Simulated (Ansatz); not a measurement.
**Co2O: one candidate structure**

Aim: relax Co2O from this start, anti-rutile type (P4_2/mnm, No. 136), and see where it ends.

Computed with Ansatz 0.2.0 (DFT PBE, scalar-relativistic, plane waves, PAW, unless a step's input says otherwise).

**1. The structure to begin with**

It takes space group P4_2/mnm (No. 136, tetragonal). The conventional cell has a = 4.500 Å, b = 4.500 Å, c = 2.898 Å, α = 90.00°, β = 90.00°, γ = 90.00°. Around Co (site symmetry m2m) lie 3 O at 1.90 to 1.95 Å. O (site symmetry mmm) has 6 Co at 1.90 to 1.95 Å as nearest neighbours.

Coordinates:

```
Co O
1.0
     4.50002    0.00000    0.00000
     0.00000    4.50002    0.00000
     0.00000    0.00000    2.89847
Co O
4 2
Direct
  0.30600 0.30600 0.00000
  0.19400 0.80600 0.50000
  0.69400 0.69400 0.00000
  0.80600 0.19400 0.50000
  0.00000 0.00000 0.00000
  0.50000 0.50000 0.50000
```

(A quick probe on a coarse mesh, which set the mesh and smearing, is not shown.)

**3. Rough relaxation on the coarse mesh**

Contents of input.yaml:

```yaml
crystal:
  lattice:
    - [4.5000226382, 0.0, 0.0]
    - [0.0, 4.5000226382, 0.0]
    - [0.0, 0.0, 2.8984690872]
  atoms:
    - { symbol: Co, position: [0.306, 0.306, 0.0], spin: 1.99 }
    - { symbol: Co, position: [0.194, 0.806, 0.5], spin: 1.99 }
    - { symbol: Co, position: [0.694, 0.694, 0.0], spin: 1.99 }
    - { symbol: Co, position: [0.806, 0.194, 0.5], spin: 1.99 }
    - { symbol: O, position: [0.0, 0.0, 0.0], spin: 0.27 }
    - { symbol: O, position: [0.5, 0.5, 0.5], spin: 0.27 }
basis:
  ecutwfc: 420
kpoints:
  mp_grid: { grid: [4, 4, 6] }
hamiltonian:
  xc: pbe
scf:
  occupations: { method: gaussian, width: 0.1 }
  lower_state_search: "off"
output:
  forces: true
  stress: true
  eigenvalues: true
  populations: true
magnetization:
  spin_polarized: true
relax:
  adjacent_minimum: "off"
  f_tol: 0.04
  max_steps: 70
  cell: { stress_tol: 0.4 }
```

Launch:

```console
$ ansatz run input.yaml --threads 1 --pin off --max-ram 2560MiB --backend cpu --events-out ev --progress --plain --runs-dir out
```

The session goes on with these runs: full relaxation.

**Question.** What will these runs give?

The runs gave:

Formation energies count from the elements, computed with the same settings in runs not shown here.

| quantity | value |
| --- | --- |
| cell | a = 4.874 Å, b = 4.874 Å, c = 2.666 Å, α = 90.00°, β = 90.00°, γ = 90.00° |
| space group | P4_2/mnm (No. 136) |
| volume | 10.55 Å³/atom |
| gap on the mesh | none (metal) |
| formation energy from the elements | -0.107 eV/atom |
| largest moment | 1.85 μB |

What this shows: The space group stayed P4_2/mnm, and from the first guess the volume went from 9.78 to 10.55 Å³/atom. With -0.11 eV/atom it lies under the elements, which doesn't yet make it stable against other compounds of them.
